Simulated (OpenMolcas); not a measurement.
# Ir⁶⁺ among point charges: CASSCF and CASPT2 levels and susceptibility

How does a field of 6 point charges split the states of Ir⁶⁺, and what χT follows?

Method: state-averaged CASSCF and CASPT2, spin-orbit coupling by RASSI with atomic mean-field integrals. Code: OpenMolcas 26.06.

### 1 The atom as given

```
Species                           : Ir⁶⁺ (iridium, Z = 77, 71 electrons)
Basis                             : ANO-RCC-VTZP [8s7p5d3f1g], 84 functions
Scalar Hamiltonian                : DKH2, point nucleus
Inactive shells                   : 1s 2s 2p 3s 3p 3d 4s 4p 4d 4f 5s 5p
Active space                      : 3 electrons in 5 orbitals (5d)
Some configurations of this space : 5d3
Orbitals                          : optimised for each spin and parity, averaged over all roots
```

The outer shells:

5d3
```
5d [↑ ][↑ ][↑ ][  ][  ]
```

The ion sits among 6 point charges of -1.5 e arranged as a tetragonal octahedron (D4h), 2.15 Å from the ion, with the axial distance 1.978 Å.

The work runs as a chain of OpenMolcas steps in one folder; each step below is one input file. Labels, J, g values, rates, χT and fits are worked out afterwards by a script from the matrices that RASSI stores. The input lists half of the charges; inversion (Group=XYZ) makes the rest.

### 2 One- and two-electron integrals

The input, a.inp:

```
&GATEWAY
Coord
1

Ir 0.0 0.0 0.0
Basis=ANO-RCC-VTZP
Group=XYZ
NoMove
AngMom=0.0 0.0 0.0
AMFI
XField
3 Angstrom 0
2.150000 0.000000 0.000000 -1.500000
0.000000 2.150000 0.000000 -1.500000
0.000000 0.000000 1.978000 -1.500000
&SEWARD
```

### 3 CASSCF: quartets of even parity, 10 roots

The input, a.inp:

```
&RASSCF
FileOrb=start.orb
Symmetry=1
Spin=4
nActEl=3 0 0
Inactive=15 19
Ras2=5 0
CIRoot=10 10 1
SDav=10
CIMx=300
Iter=120 100
PrWF=0.3
OrbListing=Nothing
MaxOrb=0
>>> COPY $Project.JobIph JOB001
```

start.orb holds the contracted functions of the basis, ordered by shell, or the orbitals of the step before.

### 4 Reference wave functions, doublets of even parity, 40 roots

The input, a.inp:

```
&RASSCF
FileOrb=start.orb
Symmetry=1
Spin=2
nActEl=3 0 0
Inactive=15 19
Ras2=5 0
CIRoot=40 40 1
SDav=40
CIMx=300
Iter=120 100
PrWF=0.3
OrbListing=Nothing
MaxOrb=0
>>> COPY $Project.JobIph JOB002
```

### 5 State interaction with spin-orbit coupling

The input, a.inp:

```
&RASSI
NrOfJobIphs=2 10 40
1 2 3 4 5 6 7 8 9 10
1 2 3 4 5 6 7 8 9 10 11 12 13 14 15 16 17 18 19 20 21 22 23 24 25 26 27
28 29 30 31 32 33 34 35 36 37 38 39 40
IphNames
JOB001
JOB002
EJob
SpinOrbit
DIPRint=1.0
SOCoupling=1000.0
Subsets=2
Property=9
'ANGMOM' 1 'ANGMOM' 2 'ANGMOM' 3 'MLTPL  1' 1 'MLTPL  1' 2 'MLTPL  1' 3
'AMFI' 1 'AMFI' 2 'AMFI' 3
SOProperty=3
'ANGMOM' 1 'ANGMOM' 2 'ANGMOM' 3
```

### 6 CASPT2: IPEA 0.25, imaginary shift 0.1 (closed shells correlated: 5s 5p)

The input, a.inp:

```
>>> COPY JOB001 $Project.JobIph
&CASPT2
Multistate=10 1 2 3 4 5 6 7 8 9 10
NoMult
Frozen=14 16
IPEA=0.25
Imaginary=0.1
MaxIter=60
WThr=0.0 0.3 0.05
PrWF=0.5
NoMix
>>> COPY JOB002 $Project.JobIph
&CASPT2
Multistate=40 1 2 3 4 5 6 7 8 9 10 11 12 13 14 15 16 17 18 19 20 21 22
23 24 25 26 27 28 29 30 31 32 33 34 35 36 37 38 39 40
NoMult
Frozen=14 16
IPEA=0.25
Imaginary=0.1
MaxIter=60
WThr=0.0 0.3 0.05
PrWF=0.5
NoMix
```

(Steps that only read results are left out.)

Q: Predict the outcome of this session. Wanted: spin-free ground state; first state of the same spin within the active space; lowest level; next level.

The runs gave:

| quantity | value |
| --- | --- |
| method | SS-CASPT2, IPEA 0.25, imaginary shift 0.1 (closed shells correlated: 5s 5p) |
| spin-free ground state | 4B1, 1-fold in its orbital part |
| first state of the same spin within the active space | 4B2 at 3770 cm⁻¹ |
| lowest level | 2-fold E1/2, g = 0.23, 1.17, 1.17 |
| next level | 911.8 cm⁻¹ |
| χT at 300 K | 0.11 cm³ K/mol |
| effective moment at 300 K | 0.94 μB |

Cost by method:

| method | time of its own steps | time with the reference |
| --- | --- | --- |
| A. CASSCF | 19 s | 19 s |
| B. SS-CASPT2, IPEA 0.25, imaginary shift 0.1, +5s 5p | 14 s | 33 s |

Times are of one thread on a shared host.

**Reading.** The spin-free ground state (4B1) comes to 100 % from free-ion F terms and keeps the highest spin of the shell. χT at 300 K is 0.11, against 1.88 cm³ K/mol for the spin alone, so spin-orbit coupling lowers it. The field of point charges can differ much from that of real complexes. Point charges carry no covalency, so the field is a model and not that of real ligands.
